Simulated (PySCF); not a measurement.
# Br2: the SCF solver's settings

Aim: find out which solver settings change the answer for Br2.

Program: PySCF 2.14.0. Level of theory: each script names its method and basis. These are calculated values, not measurements.

2 further runs of the same task are left out: 2 that didn't finish.

**1. The system as given**

Br2: 2 atoms, charge 0, spin multiplicity 1.

Bond lengths: Br1–Br2 2.007 Å.

**2. The run that the others are compared with**

input.py reads:

```python
from pyscf import gto, dft

mol = gto.M(
    atom='Br 0 0 0; Br 0 0 2.007',
    basis='lanl2dz',
    ecp={'Br': 'lanl2dz'},
    charge=0,
    spin=0,
    verbose=4,
)
mf = dft.RKS(mol, xc='r2scan')
mf.kernel()
mf.dip_moment()
print('orbital energies (hartree):', mf.mo_energy[..., max(0, mol.nelec[1]-3):mol.nelec[0]+3].round(4))
```

Started as:

```
$ OMP_NUM_THREADS=1 python input.py
```

Its log is not repeated here.

Base result: E(SCF) = -26.221151 Eh, 6 cycles, μ = 0.00 D.

The bond length is a typed value, not an optimised one.

**3. Smearing width 0.005 hartree**

Edit 1 changes smearing width: none → 0.005 hartree.

input.py reads:

```python
from pyscf import gto, dft, scf

mol = gto.M(
    atom='Br 0 0 0; Br 0 0 2.007',
    basis='lanl2dz',
    ecp={'Br': 'lanl2dz'},
    charge=0,
    spin=0,
    verbose=4,
)
mf = dft.RKS(mol, xc='r2scan')
mf = scf.addons.smearing_(mf, sigma=0.005, method='fermi')
mf.kernel()
mf.dip_moment()
print('orbital energies (hartree):', mf.mo_energy[..., max(0, mol.nelec[1]-3):mol.nelec[0]+3].round(4))
```

Started as:

```
$ OMP_NUM_THREADS=1 python input.py
```

**4. Convergence threshold 0.001 hartree**

Edit 2 changes convergence threshold: default → 0.001 hartree.

Edit input.py of step 2 so:

```diff
@@ -11,2 +11,3 @@
 mf = dft.RKS(mol, xc='r2scan')
+mf.conv_tol = 0.001
 mf.kernel()
```

**5. Smearing width 0.05 hartree**

Edit 3 changes smearing width: none → 0.05 hartree.

Edit input.py of step 2 so:

```diff
@@ -1,2 +1,2 @@
-from pyscf import gto, dft
+from pyscf import gto, dft, scf
 
@@ -11,2 +11,3 @@
 mf = dft.RKS(mol, xc='r2scan')
+mf = scf.addons.smearing_(mf, sigma=0.05, method='fermi')
 mf.kernel()
```

**6. Convergence threshold 1e-05 hartree**

Edit 4 changes convergence threshold: default → 1e-05 hartree.

Edit input.py of step 2 so:

```diff
@@ -11,2 +11,3 @@
 mf = dft.RKS(mol, xc='r2scan')
+mf.conv_tol = 1e-05
 mf.kernel()
```

**7. Initial guess huckel**

Edit 5 changes initial guess: minao → huckel.

Edit input.py of step 2 so:

```diff
@@ -11,2 +11,3 @@
 mf = dft.RKS(mol, xc='r2scan')
+mf.init_guess = 'huckel'
 mf.kernel()
```

**Question.** What will these runs give? Wanted: for each run, E(SCF); from base; gap.

The runs gave:

```csv
run,E(SCF) (hartree),from base (eV),cycles,gap (eV)
base,-26.221151,0,6,4.17
smearing width 0.005 hartree,-26.221151,0.0000,6,n/a
convergence threshold 0.001 hartree,-26.221151,0.0000,4,4.17
smearing width 0.05 hartree,-26.138209,+2.2570,9,n/a
convergence threshold 1e-05 hartree,-26.221151,0.0000,5,4.17
initial guess huckel,-26.221151,0.0000,6,4.17
```

Distance from each run's final energy (log10 hartree) by cycle:

```csv
run,cycle 1,cycle 2,cycle 3,cycle 5,cycle 8,cycle 12
base,-0.5,-1.2,-4.1,-9.0,done,done
smearing width 0.005 hartree,-0.5,-1.2,-4.1,-9.0,done,done
convergence threshold 0.001 hartree,-0.5,-1.2,-4.1,done,done,done
smearing width 0.05 hartree,-0.5,-1.1,-3.8,-5.5,-10.3,done
convergence threshold 1e-05 hartree,-0.5,-1.2,-4.1,-9.2,done,done
initial guess huckel,-1.8,-2.5,-5.8,< -11,done,done
```

With smearing width 0.005 hartree or convergence threshold 0.001 hartree or convergence threshold 1e-05 hartree or initial guess huckel the SCF ends at the base energy. With smearing width 0.005 hartree, initial guess huckel the path hardly changes: 6 cycles against 6.
